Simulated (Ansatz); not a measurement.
**C₈H₁₈S₂: up Jacob's ladder to CCSD(T)**

The task here is to estimate one member of a computed series from the others.

Program: Ansatz 0.2.0, Gaussian basis. Level of theory: functionals in def2-TZVPP, the program's frozen cores in correlated methods. These are calculated values, not measurements.

The runs, in order: PBE-D4, r2SCAN-D4, PBE0-D4, B3LYP-D4, ωB97X-V, ωB97M-V, B2PLYP; CCSD(T)/def2-TZVPP; MP2/def2-QZVPP; extrapolation to the limit.

## The relaxed structure

An earlier PBE0-D4 in a triple-zeta def2 set relaxation fixed the geometry.

SMILES `CCCCSSCCCC`, 28 atoms, charge 0, spin multiplicity 1.

Atoms are counted from 1 here; the program's logs count them from 0.

Bond lengths: C1–C2 1.520 Å, C1–H11 1.091 Å, C1–H12 1.093 Å, C1–H13 1.094 Å, C2–C3 1.524 Å, C2–H14 1.097 Å, C2–H15 1.095 Å, C3–C4 1.520 Å, C3–H16 1.096 Å, C3–H17 1.096 Å, C4–S5 1.819 Å, C4–H18 1.091 Å, C4–H19 1.097 Å, S5–S6 2.029 Å, S6–C7 1.822 Å, C7–C8 1.520 Å, C7–H20 1.090 Å, C7–H21 1.094 Å and more. Angles: C2–C1–H11 112.2°, C2–C1–H12 110.7°, C2–C1–H13 111.1°, H11–C1–H12 107.9°, H11–C1–H13 107.3°, H12–C1–H13 107.5°, C1–C2–C3 116.0°, C1–C2–H14 109.4°, C1–C2–H15 108.8°, C3–C2–H14 108.6°, C3–C2–H15 107.9°, H14–C2–H15 105.7°, C2–C3–C4 116.1°, C2–C3–H16 110.8°, C2–C3–H17 107.9°, C4–C3–H16 109.1°, C4–C3–H17 106.9°, H16–C3–H17 105.5° and more.

As a file:

```
C    -1.0003    2.1602    0.4022
C     0.0605    2.9758   -0.3177
C     1.2560    2.1946   -0.8499
C     2.1966    1.6183    0.1962
S     1.7332    0.0366    0.9658
S     1.9146   -1.2899   -0.5593
C     0.2248   -1.5310   -1.1974
C    -0.4393   -2.8006   -0.6900
C    -0.7133   -2.8353    0.8061
C    -1.7074   -1.7879    1.2784
H    -0.6091    1.6731    1.2967
H    -1.8366    2.7952    0.7046
H    -1.4011    1.3756   -0.2463
H     0.4276    3.7652    0.3494
H    -0.4061    3.4945   -1.1618
H     0.9282    1.3917   -1.5195
H     1.8494    2.8721   -1.4743
H     3.1943    1.4746   -0.2217
H     2.3005    2.2991    1.0495
H    -0.3487   -0.6375   -0.9503
H     0.3277   -1.5650   -2.2859
H     0.1884   -3.6548   -0.9638
H    -1.3837   -2.9249   -1.2360
H    -1.0862   -3.8321    1.0621
H     0.2327   -2.7185    1.3454
H    -1.9254   -1.9072    2.3421
H    -2.6542   -1.8668    0.7353
H    -1.3230   -0.7755    1.1401
```

The first run:

Input file in.yaml:

```yaml
crystal:
  periodic: [false, false, false]
  atoms:
    - {symbol: C, position_ang: [-1.000342, 2.160156, 0.402230]}
    - {symbol: C, position_ang: [0.060491, 2.975810, -0.317655]}
    - {symbol: C, position_ang: [1.256023, 2.194635, -0.849876]}
    - {symbol: C, position_ang: [2.196563, 1.618316, 0.196155]}
    - {symbol: S, position_ang: [1.733176, 0.036595, 0.965802]}
    - {symbol: S, position_ang: [1.914554, -1.289909, -0.559300]}
    - {symbol: C, position_ang: [0.224797, -1.530956, -1.197445]}
    - {symbol: C, position_ang: [-0.439340, -2.800576, -0.690024]}
    - {symbol: C, position_ang: [-0.713322, -2.835278, 0.806115]}
    - {symbol: C, position_ang: [-1.707378, -1.787864, 1.278447]}
    - {symbol: H, position_ang: [-0.609083, 1.673120, 1.296679]}
    - {symbol: H, position_ang: [-1.836595, 2.795232, 0.704553]}
    - {symbol: H, position_ang: [-1.401135, 1.375640, -0.246251]}
    - {symbol: H, position_ang: [0.427609, 3.765200, 0.349406]}
    - {symbol: H, position_ang: [-0.406075, 3.494500, -1.161830]}
    - {symbol: H, position_ang: [0.928193, 1.391726, -1.519456]}
    - {symbol: H, position_ang: [1.849432, 2.872148, -1.474271]}
    - {symbol: H, position_ang: [3.194300, 1.474564, -0.221668]}
    - {symbol: H, position_ang: [2.300515, 2.299147, 1.049484]}
    - {symbol: H, position_ang: [-0.348700, -0.637479, -0.950309]}
    - {symbol: H, position_ang: [0.327665, -1.564987, -2.285881]}
    - {symbol: H, position_ang: [0.188409, -3.654794, -0.963845]}
    - {symbol: H, position_ang: [-1.383707, -2.924887, -1.236005]}
    - {symbol: H, position_ang: [-1.086173, -3.832100, 1.062053]}
    - {symbol: H, position_ang: [0.232675, -2.718526, 1.345355]}
    - {symbol: H, position_ang: [-1.925438, -1.907163, 2.342058]}
    - {symbol: H, position_ang: [-2.654185, -1.866766, 0.735348]}
    - {symbol: H, position_ang: [-1.322968, -0.775514, 1.140123]}
basis:
  gaussian: {orbitals: def2-TZVPP}
hamiltonian: {xc: pbe, dispersion: d4}
output: {forces: true, orbitals: {seedname: orbitals}}
```

On the command line:

```sh
$ ansatz run in.yaml --threads 4 --pin off --events-out ev --progress --plain --max-ram 66560MiB --backend cuda --devices 0, --max-vram 37GiB
```

Among the steps run: PBE-D4 (GGA); r2SCAN-D4 (meta-GGA); PBE0-D4 (hybrid); B3LYP-D4 (hybrid); ωB97X-V (range-separated); ωB97M-V (range-separated); B2PLYP (double hybrid); CCSD(T) in def2-TZVPP; MP2 in def2-QZVPP.

One table of the session follows, with a row left open; its other results are not shown here.

It belongs to the step «Atomisation energies». 

```
            method  atomisation energy (kJ/mol)
            PBE-D4                      11099.2
         r2SCAN-D4                      10911.9
           PBE0-D4                      10971.6
          B3LYP-D4                      10878.5
           ωB97X-V                      10903.6
           ωB97M-V                      10918.6
            B2PLYP                      10744.2
     HF/def2-TZVPP                            ?
    MP2/def2-TZVPP                      10741.2
   CCSD/def2-TZVPP                      10478.9
CCSD(T)/def2-TZVPP                      10625.9
           MP2/CBS                      10988.9
       CCSD(T)/CBS                      10873.6
```

Estimate the missing values for HF/def2-TZVPP.

**Answer.** atomisation energy (kJ/mol): 8104.6. In the column «atomisation energy (kJ/mol)» it is the lowest.
